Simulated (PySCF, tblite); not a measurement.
# C7H11NSi2: geometry, infrared bands and NMR shifts

What infrared bands and NMR shifts should C7H11NSi2 (`CC#C[Si@@H]1C[SiH2][C@@H](C#N)C1`) show?

Computed with tblite 0.8.0 and PySCF 2.14.0, with density-fitted response routines of our own, on a single molecule in the gas phase. Atoms are numbered from 0 throughout.

### 1 The molecule as given

21 atoms, charge 0, multiplicity 1; geometry from: force field or distance geometry start.

Bonds of the start (Å): C0–C1 1.49, C1–C2 1.21, C2–Si3 1.82, Si3–C4 1.87, C4–Si5 1.87, Si5–C6 1.85, C6–C7 1.48, C7–N8 1.15, C6–C9 1.50, C9–Si3 1.83, C0–H10 1.12, C0–H11 1.09, C0–H12 1.10, Si3–H13 1.48, C4–H14 1.11, C4–H15 1.08, Si5–H16 1.48, Si5–H17 1.44, C6–H18 1.10, C9–H19 1.12, C9–H20 1.13.

### 2 Relaxing the molecule with GFN2-xTB

Job settings and geometry (Å):

```
{"job": {"kind": "relax", "xc": "GFN2-xTB", "basis": "xTB"}, "charge": 0, "multiplicity": 1}
C      4.414400     0.739400     0.566300
C      3.011400     0.260900     0.444200
C      1.877600    -0.154000     0.343100
Si     0.176100    -0.767600     0.162400
C     -0.470700    -0.545600    -1.580300
Si    -2.286200    -0.541900    -1.125600
C     -2.218100     0.542900     0.372200
C     -3.408400     0.246200     1.203700
N     -4.329300    -0.009300     1.841100
C     -0.956200     0.286500     1.138400
H      5.032400     0.351400    -0.287700
H      4.425400     1.824200     0.471000
H      4.884100     0.359700     1.488400
H      0.078900    -2.194500     0.532800
H     -0.215600     0.460800    -1.977000
H     -0.191100    -1.368900    -2.224300
H     -2.610000    -1.924900    -0.697400
H     -3.152400    -0.064600    -2.170400
H     -2.316200     1.594900     0.070100
H     -0.486400     1.222500     1.537400
H     -1.268600    -0.301200     2.045700
```

On the command line:

```sh
$ OMP_NUM_THREADS=1 python probes_run.py task.json out
```

This one command runs all jobs of the session in turn.

**Question.** This job is followed by: GFN2-xTB harmonic vibrations, gas phase; GIAO PBE0/pcSseg-1 NMR shielding, non-relativistic, gas phase. Predict these results of the whole session: strongest single infrared mode (GFN2-xTB); zero-point energy (GFN2-xTB); ¹³C shifts against TMS (PBE0/pcSseg-1); ¹H shifts against TMS (PBE0/pcSseg-1, means over atoms taken as alike); ²⁹Si shifts against TMS (PBE0/pcSseg-1); ¹⁵N shifts against NH3 (PBE0/pcSseg-1).

**Answer**, as computed:

| quantity | value |
| --- | --- |
| strongest single infrared mode (GFN2-xTB) | 2253 cm⁻¹, 488 km/mol |
| zero-point energy (GFN2-xTB) | 95.0 kcal/mol |
| ¹³C shifts against TMS (PBE0/pcSseg-1) | 127.3, 116.2, 84.4, 21.3, 9.7, 5.9, -8.9 ppm |
| ¹H shifts against TMS (PBE0/pcSseg-1, means over atoms taken as alike) | 4.97, 4.70, 4.30, 2.10, 1.88, 1.73, 0.94, 0.14, 0.11 ppm |
| ²⁹Si shifts against TMS (PBE0/pcSseg-1) | -19.1, -27.7 ppm |
| ¹⁵N shifts against NH3 (PBE0/pcSseg-1) | 293.2 ppm |

What this shows: Relaxing lowered the energy by 0.633 eV in 147 steps; the close pair that moved most is Si3–C9, from 1.829 to 1.910 Å. The lowest mode is imaginary (30i cm⁻¹), so the xTB geometry is not a minimum. The strongest single mode, at 2253 cm⁻¹, moves mainly H17. GFN2-xTB is a fitted tight-binding method: band positions and strengths are rough. Its intensities can rank the bands wrongly. At PBE0/pcSseg-1: The widest tensor belongs to N8: span 479 ppm, with a paramagnetic part of -366 ppm.
